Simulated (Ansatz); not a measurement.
# C₃H₆B₂: small, medium and large basis sets

Aim: see how fast density functionals converge with the basis set for C₃H₆B₂.

Program: Ansatz 0.2.0, Gaussian basis. Level of theory: one geometry, several basis sets. These are calculated values, not measurements.

The runs, in order: PBE0-D4/def2-SVP; ωB97M-V/def2-SVP; PBE0-D4/def2-QZVPP; ωB97M-V/def2-QZVPP; the functionals' def2-TZVPP values are taken from earlier runs.

**1. Structure used throughout**

All runs share one geometry, relaxed beforehand with PBE0-D4 in a triple-zeta def2 set.

SMILES `C#CBBC`, 11 atoms, charge 0, spin multiplicity 1.

Atoms are counted from 1 here; the program's logs count them from 0.

Bond lengths: C1–C2 1.210 Å, C1–H6 1.066 Å, C2–B3 1.504 Å, B3–B4 1.657 Å, B3–H7 1.202 Å, B4–C5 1.561 Å, B4–H8 1.207 Å, C5–H9 1.101 Å, C5–H10 1.094 Å, C5–H11 1.091 Å. Angles: C2–C1–H6 179.3°, C1–C2–B3 177.9°, C2–B3–B4 121.8°, C2–B3–H7 117.7°, B4–B3–H7 120.5°, B3–B4–C5 125.8°, B3–B4–H8 117.3°, C5–B4–H8 116.9°, B4–C5–H9 105.4°, B4–C5–H10 112.3°, B4–C5–H11 116.2°, H9–C5–H10 105.0°, H9–C5–H11 107.4°, H10–C5–H11 109.7°.

Coordinates:

```mol
C3H6B2
  3D, bonds by distance, orders not assigned

 11 10  0  0  0  0  0  0  0  0999 V2000
   -1.4392    1.1315    2.3659 C   0  0
   -0.6427    1.1121    1.4548 C   0  0
    0.3221    1.0446    0.3029 B   0  0
    0.0824    0.0218   -0.9780 B   0  0
    0.6554   -1.4239   -1.1103 C   0  0
   -2.1337    1.1591    3.1737 H   0  0
    1.2778    1.7728    0.3318 H   0  0
   -0.5409    0.4502   -1.9180 H   0  0
    1.4892   -1.3442   -1.8255 H   0  0
   -0.0548   -2.1105   -1.5795 H   0  0
    1.0498   -1.8708   -0.1971 H   0  0
  1  2  8  0
  2  3  8  0
  3  4  8  0
  4  5  8  0
  1  6  8  0
  3  7  8  0
  4  8  8  0
  5  9  8  0
  5 10  8  0
  5 11  8  0
M  END
```

**2. PBE0-D4 in def2-SVP**

Input file in.yaml:

```yaml
crystal:
  periodic: [false, false, false]
  atoms:
    - {symbol: C, position_ang: [-1.439248, 1.131494, 2.365872]}
    - {symbol: C, position_ang: [-0.642719, 1.112136, 1.454841]}
    - {symbol: B, position_ang: [0.322101, 1.044630, 0.302850]}
    - {symbol: B, position_ang: [0.082372, 0.021836, -0.977969]}
    - {symbol: C, position_ang: [0.655434, -1.423875, -1.110329]}
    - {symbol: H, position_ang: [-2.133653, 1.159147, 3.173683]}
    - {symbol: H, position_ang: [1.277805, 1.772843, 0.331760]}
    - {symbol: H, position_ang: [-0.540896, 0.450215, -1.918023]}
    - {symbol: H, position_ang: [1.489154, -1.344178, -1.825507]}
    - {symbol: H, position_ang: [-0.054843, -2.110550, -1.579522]}
    - {symbol: H, position_ang: [1.049793, -1.870797, -0.197055]}
basis:
  gaussian: {orbitals: def2-SVP}
hamiltonian: {xc: pbe0, dispersion: d4}
output: {orbitals: {seedname: orbitals}}
```

Launch:

```console
$ ansatz run in.yaml --threads 2 --pin off --events-out ev --progress --plain --max-ram 4352MiB
```

The runs that follow: ωB97M-V in def2-SVP; PBE0-D4 in def2-QZVPP; ωB97M-V in def2-QZVPP.

Before running them: what should the planned runs give, taken together? Wanted: PBE0-D4: double and triple zeta above quadruple; ωB97M-V: double and triple zeta above quadruple.

As calculated:

| quantity | value |
| --- | --- |
| PBE0-D4: double and triple zeta above quadruple | 5.25, 0.27 eV |
| ωB97M-V: double and triple zeta above quadruple | 5.54, 0.24 eV |

For PBE0-D4 the step from double to triple zeta gains 4.98 eV and the next only 0.27 eV. Total energies overstate the basis error of differences, where much of it tends to cancel.
